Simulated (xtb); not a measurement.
# C2HBBr (SMILES C#C[B]Br) at GFN1-xTB

We compute an optimisation with harmonic vibrations of C2HBBr. 

Program for the calculation: xtb 6.7.1.

9 further runs of the same task are left out: 9 set aside as unsound or not needed.

## (1) Starting point

C2HBBr: 5 atoms, total charge 0, spin state doublet. As SMILES, `C#C[B]Br`. The coordinates come from a GFN2-xTB relaxation. The run starts from this shape.

Bond lengths: C1–C2 1.225 Å, C2–B3 1.439 Å, B3–Br4 1.836 Å, C1–H5 1.050 Å. Angles: C1–C2–B3 169.9°, C2–B3–Br4 139.4°, C2–C1–H5 175.7°.

## (2) An optimisation with harmonic vibrations at GFN1-xTB

The input, start.xyz:

```xyz
5

C      0.64975000     1.24910000     0.10597000
C      0.13616000     0.13766000     0.07982000
B     -0.30824000    -1.22116000     0.23971000
Br    -1.52016000    -2.38797000    -0.49505000
H      1.04249000     2.22237000     0.06955000
```

Command:

```console
$ xtb start.xyz --gfn1 --ohess vtight --chrg 0 -u 1 > start.out
```

Q: Predict the results. Wanted: total energy at the end; dipole moment; HOMO energy; LUMO energy; dispersion energy; lowest harmonic wavenumber; highest harmonic wavenumber; zero-point energy.

Answer, from the run:

Level: GFN1-xTB.

| quantity | value |
| --- | --- |
| total energy at the end | -9.93734 Eh |
| dipole moment | 0.96 D |
| HOMO energy (partly filled) | -8.92 eV |
| LUMO energy | -8.19 eV |
| dispersion energy | -4.06 kJ/mol |
| lowest harmonic wavenumber | 134 cm⁻¹ |
| highest harmonic wavenumber | 3346 cm⁻¹ |
| zero-point energy | 54.1 kJ/mol |

**Reading.** At the final geometry: Bond lengths: C1–C2 1.225 Å, C2–B3 1.448 Å, B3–Br4 1.908 Å, C1–H5 1.059 Å. Angles: C1–C2–B3 163.6°, C2–B3–Br4 135.0°, C2–C1–H5 173.2°. All 9 modes are real, so the shape is a minimum at this level. Mulliken charges run from -0.11 on C2 to +0.18 on B3.
